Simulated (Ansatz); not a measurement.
# Zn5CdSe6: the cost of one run

Method: DFT PBE, scalar-relativistic, plane waves, PAW, in Ansatz 0.2.0.

### 1 The system as given

Symmetry: P-4m2, No. 115, tetragonal system. Conventional cell: a = 4.097 Å, b = 4.097 Å, c = 17.517 Å, α = 90.00°, β = 90.00°, γ = 90.00°. Zn (site symmetry 2mm) has 4 Se at 2.49 Å in its first shell of neighbours. Zn (site symmetry -4m2) has 4 Se at 2.49 Å in its first shell of neighbours. Zn (site symmetry 2mm) is surrounded by 4 Se at 2.48 to 2.49 Å. Around Cd (site symmetry -4m2) lie 4 Se at 2.65 Å. Around Se (site symmetry 2mm) lie 4 Zn at 2.49 Å. Se (site symmetry 2mm) is surrounded by 2 Zn at 2.48 Å and 2 Cd at 2.65 Å.

As a file:

```
Zn Cd Se
1.0
     4.09733    0.00000    0.00000
     0.00000    4.09733    0.00000
     0.00000    0.00000   17.51685
Zn Cd Se
5 1 6
Direct
  0.00000 0.00000 0.83835
  0.50000 0.50000 0.00000
  0.00000 0.00000 0.16165
  0.50000 0.50000 0.32339
  0.50000 0.50000 0.67661
  0.00000 0.00000 0.50000
  0.50000 0.00000 0.91918
  0.00000 0.50000 0.08082
  0.50000 0.00000 0.24248
  0.00000 0.50000 0.40365
  0.50000 0.00000 0.59635
  0.00000 0.50000 0.75752
```

It is the end of an earlier relaxation with the same method, from a generated guess; it is a trial structure. At a tolerance of 0.02 Å it has space group P-4m2 (No. 115); it has 24.51 Å³/atom, an uncorrected energy of -0.69 eV/atom over the elements.

### 2 Electronic structure at the relaxed geometry

Contents of input.yaml:

```yaml
crystal:
  lattice:
    - [4.0973309, 0.0, 0.0]
    - [0.0, 4.0973309, 0.0]
    - [0.0, 0.0, 17.5168485]
  atoms:
    - { symbol: Zn, position: [0.0, 0.0, 0.838351] }
    - { symbol: Zn, position: [0.5, 0.5, 0.0] }
    - { symbol: Zn, position: [0.0, 0.0, 0.161649] }
    - { symbol: Zn, position: [0.5, 0.5, 0.323395] }
    - { symbol: Zn, position: [0.5, 0.5, 0.676605] }
    - { symbol: Cd, position: [0.0, 0.0, 0.5] }
    - { symbol: Se, position: [0.5, 0.0, 0.919183] }
    - { symbol: Se, position: [0.0, 0.5, 0.080817] }
    - { symbol: Se, position: [0.5, 0.0, 0.242476] }
    - { symbol: Se, position: [0.0, 0.5, 0.403652] }
    - { symbol: Se, position: [0.5, 0.0, 0.596348] }
    - { symbol: Se, position: [0.0, 0.5, 0.757524] }
basis:
  ecutwfc: 420
kpoints:
  mp_grid: { grid: [8, 8, 2] }
  band_path:
    path:
      - [[0.0, 0.0, 0.0], [0.0, 0.5, 0.0], [0.5, 0.5, 0.0], [0.0, 0.0, 0.0], [0.0, 0.0, 0.5], [0.0, 0.5, 0.5], [0.5, 0.5, 0.5], [0.0, 0.0, 0.5]]
      - [[0.0, 0.5, 0.0], [0.0, 0.5, 0.5]]
      - [[0.5, 0.5, 0.0], [0.5, 0.5, 0.5]]
    npoints: 10
hamiltonian:
  xc: pbe
scf:
  occupations: { method: gaussian, width: 0.02 }
  n_extra_bands: 30
output:
  forces: true
  stress: true
  eigenvalues: true
  populations: true
  dos: { projected: true, de: 0.02, nscf_kmesh: { grid: [12, 12, 3] } }
  bader: false
  write_density: true
  write_potential: true
  elf: true
  volumetric_format: npy
```

On the command line:

```sh
ansatz run input.yaml --threads 4 --pin off --max-ram 8192MiB --backend cpu --events-out ev --progress --plain --runs-dir out
```

What time and memory should one allow on 4 threads of Intel Xeon 6975P-C (Granite Rapids), shared host?

About 73 s, with a peak of 2.5 GiB.
